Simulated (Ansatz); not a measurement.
Write a Python script for the Ansatz DFT code, driven from Python that makes the interaction energy of a dimer with the counterpoise correction of BH₃O, SMILES BO. Level of theory (for the species named): MP2, def2-SVP basis, multiplicity 1.

```xyz
5

B    -0.2598   -0.3727   -0.0009
O     0.1288    1.0609    0.0113
H    -0.5430   -0.9005    0.9858
H    -0.3996   -0.8663   -1.0491
H     1.1235    1.0049    0.0115
```

`bh3o_dimer.py`
```python
'''Interaction energy of two BH3O molecules, with the counterpoise correction.'''

import ansatz

BASIS_SET = 'def2-SVP'
METHOD = 'mp2'

FIRST = [
    ('B', (-0.2698, -0.358, 0.0074)),
    ('O', (0.1188, 1.0756, 0.0196)),
    ('H', (-0.553, -0.8858, 0.9941)),
    ('H', (-0.4096, -0.8516, -1.0408)),
    ('H', (1.1135, 1.0196, 0.0198)),
]
SECOND = [
    ('B', (-0.4161, -1.6534, 3.9035)),
    ('O', (0.6118, -2.5399, 3.3003)),
    ('H', (-0.6083, -1.6862, 5.0412)),
    ('H', (-0.8881, -0.8493, 3.2017)),
    ('H', (0.059, -3.2972, 2.9636)),
]

def energy(atoms, ghosts=()):
    molecule = ansatz.Crystal.molecule()
    for symbol, xyz in atoms:
        molecule = molecule.atom(symbol, xyz)
    calc = (
        molecule.calculation()
        .basis(gaussian=BASIS_SET)
        .correlation(METHOD)
    )
    deck = calc.input()
    if ghosts:
        deck = deck.set(ansatz.key.basis.gaussian.ghost_atoms, [{'symbol': s, 'position_ang': list(xyz)} for s, xyz in ghosts])
    return ansatz.Session.from_dict(deck).plan().execute().report['free_energy_ev']

# monomers in their own basis and in the basis of the dimer
both = energy(FIRST + SECOND)
alone = energy(FIRST) + energy(SECOND)
ghosted = energy(FIRST, SECOND) + energy(SECOND, FIRST)
print(f'dimer {both:.6f} eV')
print(f'interaction, uncorrected   {23.060548 * (both - alone):8.3f} kcal/mol')
print(f'interaction, counterpoise  {23.060548 * (both - ghosted):8.3f} kcal/mol')
print(f'basis-set superposition    {23.060548 * (alone - ghosted):8.3f} kcal/mol')
```

```console
$ python bh3o_dimer.py
dimer -5523.385207 eV
interaction, uncorrected     -0.085 kcal/mol
interaction, counterpoise     0.400 kcal/mol
basis-set superposition       0.485 kcal/mol
```

Uncorrected it is -0.085 kcal/mol, with the counterpoise correction 0.400 kcal/mol; the difference, 0.485 kcal/mol, is the superposition error. The sign changes with the correction, so this basis doesn't settle it.

Notes:
- Total energies depend on the basis set; only differences at equal settings carry meaning.
- The dimer is a generated trial pose of unrelaxed monomers, not a minimum, so the figure is no binding energy, and the basis set is small.
- Wall time of the script: 3.6 s on 1 thread of Arm Neoverse N1, with other jobs on the host, peak memory 0.18 GiB.
